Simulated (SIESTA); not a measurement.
Something may be wrong with this SIESTA 5.4.2 calculation of Tl.

Tl.fdf

```
SystemName                      Tl
SystemLabel                     Tl
NumberOfSpecies                 1
NumberOfAtoms                   1
%block ChemicalSpeciesLabel
  1  81 Tl
%endblock ChemicalSpeciesLabel
%include structure.fdf

%block kgrid.MonkhorstPack
    7   0   0  0.0
    0   7   0  0.0
    0   0   7  0.0
%endblock kgrid.MonkhorstPack
XC.Functional                   GGA
XC.Authors                      PBE
PAO.BasisSize                   DZP
PAO.EnergyShift                 0.003 Ry
Mesh.Cutoff                     500 Ry
OccupationFunction              FD
ElectronicTemperature           0.05 eV
MaxSCFIterations                75
SCF.MustConverge                false
SCF.Mixer.Method                Kerker
SCF.Mixer.Weight                0.25
SCF.Mixer.History               8
SCF.DM.Tolerance                5.0e-05
SCF.H.Tolerance                 1.0e-03 eV
WriteForces                     true
Charge.Mulliken                 end
Charge.Hirshfeld                end
Charge.Voronoi                  end
SaveRho                         true
SaveElectrostaticPotential      true
%block PAO.Basis
  Tl 4
  n=6 0 2
    6.628 0.000
  n=6 1 2
    9.500 0.000
  n=5 2 2
    4.502 0.000
  n=6 2 1
    9.500
%endblock PAO.Basis
```

The input structure.fdf:

```
LatticeConstant                 1.0 Ang
%block LatticeVectors
    -1.9559951735     1.9559951735     1.9559951735
     1.9559951735    -1.9559951735     1.9559951735
     1.9559951735     1.9559951735    -1.9559951735
%endblock LatticeVectors
AtomicCoordinatesFormat         Fractional
%block AtomicCoordinatesAndAtomicSpecies
     0.0000000000     0.0000000000     0.0000000000  1  Tl
%endblock AtomicCoordinatesAndAtomicSpecies
```

Potentials or basis: PseudoDojo 0.4 standard (PBE files), DZP (energy shift 0.003 Ry; two zetas on semicore shells).

Command:

```sh
$ siesta Tl.fdf > Tl.out 2>&1
```

Tl.out:

```text
Version         : 5.4.2

                           ***********************
                           *  WELCOME TO SIESTA  *
                           ***********************

 NOTE: Siesta V5 introduces some new defaults for basis-set generation
 NOTE: which might lead to slightly different numerical results.
 NOTE: Please see the manual for full details and compatibility measures.

[... 282 lines left out ...]
redata: Using Saved Data (generic)                  =   F
redata: Use continuation files for DM               =   T
redata: Neglect nonoverlap interactions             =   F
redata: Method of Calculation                       = Diagonalization
redata: Electronic Temperature                      =   580.2259 K
redata: Fix the spin of the system                  =   F
redata: Max. number of TDED Iter                    =        1
redata: Number of TDED substeps                     =        3
redata: Dynamics option                             = Single-point calculation
mixing: Unknown mixing variant.
Stopping Program from Node:    0
mixing: Unknown mixing variant.
Stopping Program from Node:    0
```

Question: How did it end, and where is the flaw?

Answer: The input was rejected before any iteration. The input holds a flaw that was put in on purpose: unknown mixer (SCF.Mixer.Method = Kerker).
